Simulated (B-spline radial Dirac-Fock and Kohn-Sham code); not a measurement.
# An X-ray data sheet for Mo, step by step

Aim: for neutral molybdenum, compute its X-ray form factor and Compton profile, the binding energy of each subshell and how cheaper methods do for the levels.

The numbers are computed with B-spline radial Dirac-Fock and Kohn-Sham code (version 2): a free atom or ion on a radial basis; each step names its model.

## 1. The system

Neutral molybdenum in the configuration [Kr] 4d5 5p1 (not the ground configuration).

```yaml
nuclear_charge: 42
electrons: 42
mass_number: 98
nuclear_rms_radius: 4.4091 fm
```

Outer shells as boxes (Hund's rule, for the drawing alone; heavy ions are jj-coupled, and the calculation averages over the configuration):

```
[Kr] core
4d [↑ ][↑ ][↑ ][↑ ][↑ ]
5p [↑ ][  ][  ]
```

## 2. Scattering by the electron cloud

Model: Dirac-Fock average of configuration, finite nucleus; form factor of the spherical density, Waller-Hartree incoherent function, impulse-approximation Compton profiles.

The run's settings:

```ini
task = scatter
Z = 42
charge = 0
configuration = 1s2 2s2 2p6 3s2 3p6 3d10 4s2 4p6 4d5 5p1
mass_number = 98
rms_radius = 4.4091  # fm
s = [0.0, 0.05, 0.1, 0.15, 0.2, 0.25, 0.3, 0.35, 0.4, 0.45, 0.5, 0.6, 0.7, 0.8, 0.9, 1.0, 1.1, 1.2, 1.4, 1.6, 1.8, 2.0, 2.5, 3.0, 3.5, 4.0, 5.0, 6.0]  # 1/A
pz = [0, 0.1, 0.2, 0.3, 0.4, 0.5, 0.6, 0.8, 1.0, 1.2, 1.4, 1.6, 1.8, 2.0, 2.5, 3.0, 4.0, 5.0, 7.0, 10.0, 15.0, 20.0, 30.0, 40.0, 60.0, 100.0]  # a.u.
photon_energy = [2000, 5000, 8047.8, 10000, 30000, 50000, 500000, 1000000]  # eV
```

From the run's result record (rounded, not every field):

```text
{
  "status": "converged",
  "form_factor [e]": [42.0, 40.788, 38.467, 35.903, 33.255, 30.71, 28.397, 26.364, 24.606, 23.095, 21.785, 19.593, 17.735, 16.04, 14.451, 12.97, 11.621, 10.428, 8.5401, 7.2496, 6.3962, 5.8133, 4.8275, 3.9872, 3.2161, 2.58, 1.7656, 1.3734],
  "incoherent": [-3.2951e-12, 1.59, 3.7954, 5.9638, 7.9355, 9.7279, 11.412, 13.012, 14.523, 15.928, 17.215, 19.43, 21.245, 22.797, 24.188, 25.465, 26.645, 27.734, 29.653, 31.258, 32.592, 33.704, 35.795, 37.26, 38.311, 39.061, 39.988, 40.524],
  "compton_total [1/a.u.]": [8.1347, 8.0964, 7.8108, 7.3015, 6.8303, 6.4855, 6.2156, 5.6956, 5.1089, 4.4953, 3.9174, 3.4144, 3.0004, 2.6726, 2.1427, 1.8485, 1.4628, 1.1361, 0.66542, 0.33801, 0.14262, 0.070006, 0.022681, 0.0092589, 0.0021155, 0.00023022],
  "shells": ["1s1/2", "2s1/2", "2p1/2", "2p3/2", "3s1/2", "3p1/2", "3p3/2", "3d3/2", "3d5/2", "4s1/2", "4p1/2", "4p3/2", "4d3/2", "4d5/2", "5p1/2", "5p3/2"],
  "occupation": [2.0, 2.0, 2.0, 4.0, 2.0, 2.0, 4.0, 4.0, 6.0, 2.0, 2.0, 4.0, 2.0, 3.0, 0.33333, 0.66667],
  "mean_momentum [a.u.]": [37.374, 13.032, 17.507, 16.913, 6.0091, 7.162, 6.989, 8.1574, 8.091, 2.4149, 2.6023, 2.5391, 2.0591, 2.0332, 0.45372, 0.44333],
  "r2 [bohr^2]": 78.083,
  "r_inverse [1/bohr]": 232.85,
  "r1 [bohr]": 33.684,
  "coherent [b]": [966.74, 630.86, 439.31, 361.02, 88.927, 40.515, 0.59978, 0.15274],
  "incoherent_cross_section [b]": [2.6692, 6.4833, 9.3925, 10.796, 17.427, 19.065, 12.014, 8.8353],
  "radial_jk": {
    "4d": {"j0": [1.0, 0.92306, 0.73248, 0.509, 0.31326, 0.16861, 0.073881, 0.018386, -0.0097563, -0.020432, -0.0209, -0.0091454, 0.0045035, 0.013601, 0.017656, 0.018025, 0.016245, 0.013493, 0.0077623, 0.0034731, 0.00085824, -0.00052263, -0.0013041, -0.00093638, -0.00053343, -0.00027402, -5.8926e-05, -7.2507e-06], "j2": [0.0, 0.030112, 0.098273, 0.16331, 0.20051, 0.20724, 0.19191, 0.16453, 0.13291, 0.10204, 0.074626, 0.033759, 0.01036, -0.00044054, -0.0036261, -0.0028966, -0.00059362, 0.0019794, 0.0058368, 0.007411, 0.0073786, 0.006544, 0.003832, 0.0019217, 0.00088952, 0.00038509, 4.9737e-05, -8.7088e-06], "j4": [0.0, 0.00048538, 0.0060763, 0.021463, 0.044091, 0.067365, 0.085957, 0.097522, 0.10203, 0.10066, 0.094958, 0.0764, 0.055354, 0.036644, 0.022089, 0.011824, 0.0052159, 0.001397, -0.0010428, -0.00027183, 0.00125, 0.0025482, 0.0038229, 0.0033965, 0.0025456, 0.0017751, 0.00079981, 0.00035704], "r2": 4.3924, "r4": 40.986, "r6": 732.72},
    "5p": {"j0": [1.0, 0.49066, 0.030104, -0.035555, -0.013785, 0.0023267, 0.0077044, 0.0075769, 0.0055032, 0.0032018, 0.001349, -0.000567, -0.00078672, -0.00031796, 0.00022125, 0.00058307, 0.00073048, 0.00071373, 0.00045119, 0.00017416, 1.1587e-05, -4.3069e-05, 2.7252e-05, 0.00010629, 0.00012103, 0.00010013, 4.4334e-05, 1.2198e-05], "j2": [0.0, 0.17362, 0.19893, 0.086815, 0.021279, -0.00047347, -0.0041703, -0.002422, 0.00011634, 0.0020211, 0.0030529, 0.0031767, 0.0021424, 0.0010392, 0.00027669, -0.00010437, -0.00020283, -0.00013899, 0.00012858, 0.00031301, 0.00035418, 0.00030321, 9.803e-05, -2.3511e-06, -1.171e-05, 9.9836e-06, 4.5719e-05, 5.0524e-05], "r2": 38.682, "r4": 2559.0, "r6": 263440.0}
  }
}
```

The scattering functions against s = sin θ / λ:

| s (1/Å) | f (e) | f / N | S(s) |
| --- | --- | --- | --- |
| 0 | 42.00 | 1.000 | 0 |
| 0.100 | 38.47 | 0.916 | 3.795 |
| 0.200 | 33.25 | 0.792 | 7.936 |
| 0.300 | 28.40 | 0.676 | 11.41 |
| 0.400 | 24.61 | 0.586 | 14.52 |
| 0.500 | 21.78 | 0.519 | 17.22 |
| 0.700 | 17.73 | 0.422 | 21.24 |
| 0.900 | 14.45 | 0.344 | 24.19 |
| 1.10 | 11.62 | 0.277 | 26.65 |
| 1.40 | 8.540 | 0.203 | 29.65 |
| 1.80 | 6.396 | 0.152 | 32.59 |
| 2.50 | 4.827 | 0.115 | 35.80 |
| 3.50 | 3.216 | 0.077 | 38.31 |
| 5.00 | 1.766 | 0.042 | 39.99 |

## 3. Hole states by ΔSCF

Model: Dirac-Fock average of configuration, Delta-SCF, finite nucleus, first-order Breit with its frequency dependence, self-energy and vacuum polarisation.

Recorded inputs:

```ini
task = binding
```

From the run's result record (rounded, not every field):

```text
{
  "status": "converged",
  "shells": ["K", "L1", "L2", "L3", "M1", "M2", "M3", "M4", "M5", "N1", "N2", "N3", "N4,5", "O2,3"],
  "total_energy_parts [Ha]": [-4047.04975, 2.69340723, -0.26697054, -0.0168772645, 1.80922805, -0.203821267],
  "koopmans [eV]": [20123.3, 2918.7, 2675.72, 2568.48, 530.899, 436.971, 418.65, 253.559, 250.13, 81.3151, 51.9497, 49.3106, 9.77976, 3.13937],
  "dirac_coulomb [eV]": [20062.8, 2886.49, 2640.6, 2534.11, 517.698, 423.541, 405.522, 239.452, 236.161, 76.9067, 48.0328, 45.5465, 7.65572, 3.11451],
  "gaunt [eV]": [-39.1833, -3.19796, -5.87693, -4.18991, -0.37541, -0.771189, -0.484282, -0.134994, -0.011929, -0.0451365, -0.0859654, -0.0453959, 0.0104866, -0.00234159],
  "retardation [eV]": [2.70862, 0.170975, 0.646974, 0.646588, 0.0107809, 0.0848022, 0.0844466, 0.00154878, 0.00145905, 0.000754415, 0.00954102, 0.00953713, -0.00156717, 0.000358486],
  "breit_frequency [eV]": [0.201472, -0.022699, -0.00181056, 0.0875061, -0.00514812, -0.00316817, 0.0132674, -0.00265689, -0.00142447, -0.000869183, -0.000589498, 0.0017306, -0.000196552, 3.9692e-05],
  "self_energy [eV]": [-20.4564, -2.36083, 0.216649, -0.00132534, -0.433243, 0.0397371, 0.00323171, 0.0402782, 0.0295855, -0.0690556, 0.00571026, 0.000570785, 0.00188471, -0.000194349],
  "vacuum_polarisation [eV]": [2.37015, 0.253869, -0.0123458, -0.0165819, 0.045242, -0.00274618, -0.00357373, -0.00309409, -0.00304354, 0.0072282, -0.000363268, -0.000479762, -0.000149427, 1.13396e-05],
  "binding [eV]": [20008.5, 2881.33, 2635.57, 2530.64, 516.941, 422.889, 405.135, 239.353, 236.175, 76.7996, 47.9611, 45.5125, 7.66618, 3.11239],
  "mean_radius [bohr]": [0.0351559, 0.153055, 0.130838, 0.135362, 0.425988, 0.421418, 0.431409, 0.412044, 0.415444, 1.11779, 1.22621, 1.25507, 1.90167, 5.81237]
}
```

total_energy_parts: Dirac-Coulomb, Gaunt, retardation, frequency dependence, self-energy, vacuum polarisation. 

Each level as Koopmans' value plus corrections (eV):

| level | -ε | relaxation | Breit | QED | binding |
| --- | --- | --- | --- | --- | --- |
| K (1s) | 20123.3 | -60.44 | -36.27 | -18.09 | 20008.5 |
| L1 (2s) | 2918.7 | -32.21 | -3.05 | -2.11 | 2881.3 |
| L2 (2p1/2) | 2675.7 | -35.12 | -5.23 | 0.20 | 2635.6 |
| L3 (2p3/2) | 2568.5 | -34.37 | -3.46 | -0.02 | 2530.6 |
| M1 (3s) | 530.9 | -13.20 | -0.37 | -0.39 | 516.9 |
| M2 (3p1/2) | 437.0 | -13.43 | -0.69 | 0.04 | 422.9 |
| M3 (3p3/2) | 418.7 | -13.13 | -0.39 | 0.00 | 405.1 |
| M4 (3d3/2) | 253.6 | -14.11 | -0.14 | 0.04 | 239.4 |
| M5 (3d5/2) | 250.1 | -13.97 | -0.01 | 0.03 | 236.2 |
| N1 (4s) | 81.32 | -4.41 | -0.05 | -0.06 | 76.80 |
| N2 (4p1/2) | 51.95 | -3.92 | -0.08 | 0.01 | 47.96 |
| N3 (4p3/2) | 49.31 | -3.76 | -0.03 | 0.00 | 45.51 |
| N4,5 (4d) | 9.78 | -2.12 | 0.01 | 0.00 | 7.67 |
| O2,3 (5p) | 3.14 | -0.02 | 0.00 | 0.00 | 3.11 |

Line energies follow by subtraction:

| line | energy (eV) |
| --- | --- |
| Kβ2' (K-N3) | 19962.9 |
| Kβ2'' (K-N2) | 19960.5 |
| Kβ1 (K-M3) | 19603.3 |
| Kβ3 (K-M2) | 19585.6 |
| Kα1 (K-L3) | 17477.8 |
| Kα2 (K-L2) | 17372.9 |
| Lγ3 (L1-N3) | 2835.8 |
| Lγ2 (L1-N2) | 2833.4 |
| Lγ5 (L2-N1) | 2558.8 |
| Lβ3 (L1-M3) | 2476.2 |
| Lβ4 (L1-M2) | 2458.4 |
| Lβ6 (L3-N1) | 2453.8 |
| Lβ1 (L2-M4) | 2396.2 |
| Lα1 (L3-M5) | 2294.5 |

## 4. The levels by Dirac LDA

Model: Dirac-Kohn-Sham LDA (Slater exchange, VWN correlation), finite nucleus, spherical and without spin polarisation.

The run's settings:

```ini
task = binding-ladder
method = lda,vwn
relativity = dirac
```

From the run's result record (rounded, not every field):

```text
{
  "status": "converged",
  "shells": ["K", "L1", "L2", "L3", "M1", "M2", "M3", "M4", "M5", "N1", "N2", "N3", "N4,5", "O2,3"],
  "minus_eigenvalue [eV]": [19786.3, 2795.79, 2573.96, 2467.58, 476.437, 391.955, 374.423, 224.451, 221.128, 65.7452, 41.6646, 39.1387, 5.20025, 1.89259],
  "delta_scf [eV]": [20056.4, 2840.24, 2629.47, 2520.65, 490.869, 406.589, 388.696, 239.581, 236.135, 71.5844, 47.1685, 44.5544, 9.42906, 3.93805],
  "total_energy [Ha]": -4044.84189,
  "dirac_fock_binding [eV]": [20008.5, 2881.33, 2635.57, 2530.64, 516.941, 422.889, 405.135, 239.353, 236.175, 76.7996, 47.9611, 45.5125, 7.66618, 3.11239]
}
```

Beside the Dirac-Fock ΔSCF result with Breit and QED, in eV:

| level | -ε | miss | ΔSCF | miss | Dirac-Fock |
| --- | --- | --- | --- | --- | --- |
| K | 19786.3 | -222.1 | 20056.4 | +47.9 | 20008.5 |
| L1 | 2795.8 | -85.5 | 2840.2 | -41.1 | 2881.3 |
| L2 | 2574.0 | -61.6 | 2629.5 | -6.1 | 2635.6 |
| L3 | 2467.6 | -63.1 | 2520.6 | -10.0 | 2530.6 |
| M1 | 476.4 | -40.5 | 490.9 | -26.1 | 516.9 |
| M2 | 392.0 | -30.9 | 406.6 | -16.3 | 422.9 |
| M3 | 374.4 | -30.7 | 388.7 | -16.4 | 405.1 |
| M4 | 224.5 | -14.9 | 239.6 | +0.2 | 239.4 |
| M5 | 221.1 | -15.0 | 236.1 | 0.0 | 236.2 |
| N1 | 65.75 | -11.1 | 71.58 | -5.2 | 76.80 |
| N2 | 41.66 | -6.3 | 47.17 | -0.8 | 47.96 |
| N3 | 39.14 | -6.4 | 44.55 | -1.0 | 45.51 |
| N4,5 | 5.20 | -2.5 | 9.43 | +1.8 | 7.67 |
| O2,3 | 1.89 | -1.2 | 3.94 | +0.8 | 3.11 |

## 5. Cost and miss of the cheaper method

| method | level | eigenvalue miss (%) | ΔSCF miss (%) | time |
| --- | --- | --- | --- | --- |
| Dirac LDA | K | -1.11 | +0.24 | 9.4 s |
| Dirac-Fock + Breit + QED | all | - | reference | 14 s |

Times cover the ground state and all hole states of a step, on one thread of a shared host; states solved in an earlier step are reused, and a first call can include compiling.

## 6. What came out

| quantity | value |
| --- | --- |
| rms radius of the electron cloud | 1.36 bohr |
| form factor halves at | 0.54 1/Å |
| Compton profile at zero | 8.135 1/a.u. |
| deepest level listed, K (1s) | 20008.5 eV |
| least bound, O2,3 (5p) | 3.11 eV |
| Kα1 | 17477.8 eV |
| Dirac LDA, K: eigenvalue / ΔSCF | 19786.3 / 20056.4 eV |

What this shows: f falls from 42 to half of that at s = 0.54 1/Å. Incoherent scattering outweighs coherent from 500 keV on, among the energies asked. The K (1s) level lies 60.4 eV under Koopmans' value by relaxation alone; Breit gives -36.27 and QED -18.09 eV. Dirac LDA misses the K level by -1.1 % with its eigenvalue and by +0.2 % with ΔSCF, so total-energy differences mend most of the error. The Hartree-Fock and Dirac-Fock values hold no electron correlation.
